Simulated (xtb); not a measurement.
# Si2HCl3F2 (SMILES F[Si](F)(Cl)[SiH](Cl)Cl): GFN2-xTB (ALPB toluene, surface grid vtight)

Wanted: energy and forces of Si2HCl3F2. 

The calculation is run with xtb 6.7.1 later snapshot.

3 further runs of the same task are left out: 3 set aside as unsound or not needed.

## (1) The molecule

The species is Si2HCl3F2 (8 atoms), meant as a singlet with charge 0. SMILES: `F[Si](F)(Cl)[SiH](Cl)Cl`. Geometry: optimised at GFN2-xTB. This is one conformer, not always the lowest.

Bond lengths: F1–Si2 1.602 Å, Si2–F3 1.602 Å, Si2–Cl4 1.984 Å, Si2–Si5 2.298 Å, Si5–Cl6 2.013 Å, Si5–Cl7 2.013 Å, Si5–H8 1.464 Å. Some angles: F1–Si2–F3 98.7°, F1–Si2–Cl4 108.0°, F1–Si2–Si5 107.7°, F3–Si2–Cl4 108.0°, F3–Si2–Si5 107.7°, Cl4–Si2–Si5 123.9°, Si2–Si5–Cl6 110.9°, Si2–Si5–Cl7 110.9°, Cl6–Si5–Cl7 108.8°, Si2–Si5–H8 111.3°.

## (2) Energy and forces at GFN2-xTB (ALPB toluene, surface grid vtight)

detailed.inp reads:

```
$gbsa
   gbsagrid=vtight
$end
```

mol.xyz reads:

```xyz
8

F     -0.45442500     0.33194900    -2.17405600
Si    -0.60623300    -0.50721800    -0.81810800
F      0.13623500    -1.84965100    -1.27906700
Cl    -2.52929100    -0.92585100    -0.56931900
Si     0.70146300     0.50231200     0.77896600
Cl    -0.01536700     2.32330900     1.24963000
Cl     0.78513300    -0.61455400     2.45136900
H      2.07468400     0.68250300     0.30468500
```

Started as:

```
xtb mol.xyz --alpb toluene -I detailed.inp --grad --gfn 2 --uhf 0 --parallel 1 > out.txt
```

What values should one expect? Wanted: total energy; dipole moment; HOMO energy; LUMO energy; HOMO–LUMO gap; dispersion energy; solvent term in the energy; largest force on an atom; mean polarisability.

Answer, from the run:

Level: GFN2-xTB (ALPB toluene, surface grid vtight).

```
                      quantity          value
                  total energy   -27.34478 Eh
                 dipole moment         1.14 D
                   HOMO energy      -11.53 eV
                   LUMO energy       -6.69 eV
                 HOMO–LUMO gap        4.84 eV
             dispersion energy  -23.80 kJ/mol
    solvent term in the energy   -14.1 kJ/mol
      largest force on an atom     0.130 eV/Å
mean polarisability (D4 model)    103.0 bohr³
```
